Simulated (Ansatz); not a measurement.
**SiGeC (triplet): the correlation ladder at a displaced geometry (v1), cc-pVDZ**

One table from this session's results is given with a row withheld; the runs are named, their logs left out.

Computed with Ansatz 0.2.0, Gaussian basis. Level: cc-pVDZ, core rule «outside noble gas», up to 20 orbitals frozen.

Plan: UHF; CCSD(T) on ROHF; BCCD(T) on ROHF; CISD; CCSDT(Q) on ROHF; CCSDT(Q) on UHF.

26 further runs of the same task are left out: 1 for a known fault of the program, 11 that didn't finish, 14 set aside as unsound or not needed.

### The system

The geometry is a PBE0/def2-TZVP stationary point (not a proven minimum) with its atoms shifted at random (size 0.040 Å). No spin-orbit coupling is included. The filled d shell of Ge may be among the frozen orbitals whatever the setting's name suggests; the logs give the count.

3 atoms, charge 0, spin multiplicity 3.

Atoms are counted from 1 here; the program's logs count them from 0.

Bond lengths: Ge1–C2 1.879 Å, C2–Si3 1.797 Å. Angles: Ge1–C2–Si3 177.2°.

The first run:

Contents of in.yaml:

```yaml
crystal:
  periodic: [false, false, false]
  atoms:
    - {symbol: Ge, position_ang: [-0.015433, -0.009008, 1.851247]}
    - {symbol: C, position_ang: [-0.016266, -0.025151, -0.028119]}
    - {symbol: Si, position_ang: [0.031698, 0.034159, -1.823128]}
basis:
  gaussian: {orbitals: cc-pVDZ}
magnetization: {spin_polarized: true, initial_magnetization: 2}
hamiltonian: {xc: hf}
output: {orbitals: {seedname: orbitals}}
```

Launch:

```sh
$ ansatz run in.yaml --threads 1 --pin off --events-out ev --progress --plain --max-ram 2393MiB
```

Among the steps run: UHF; CCSD(T) on ROHF; BCCD(T) on ROHF; CISD; CCSDT(Q) on ROHF; CCSDT(Q) on UHF.

One table of the session follows, with a row left open; its other results are not shown here.

```
   method  from RCCSDT(Q) (kJ/mol)
     ROHF                   +780.8
     RMP2                   +145.9
     CISD                   +134.0
    RCCSD                    +53.2
 RCCSD(T)                        ?
  BCCD(T)                    +13.8
   RCCSDT                     +6.5
RCCSDT(Q)                        0
```

Q: Estimate the row for RCCSD(T) from the others.

As computed: from RCCSDT(Q) (kJ/mol): +14.1. In the column «from RCCSDT(Q) (kJ/mol)» it lies between BCCD(T) (+13.8) and RCCSD (+53.2).

Not comparable, so not listed: CCSDT(Q) on UHF (they don't share determinant, frozen orbitals or solution with the rows shown, or repeat one).
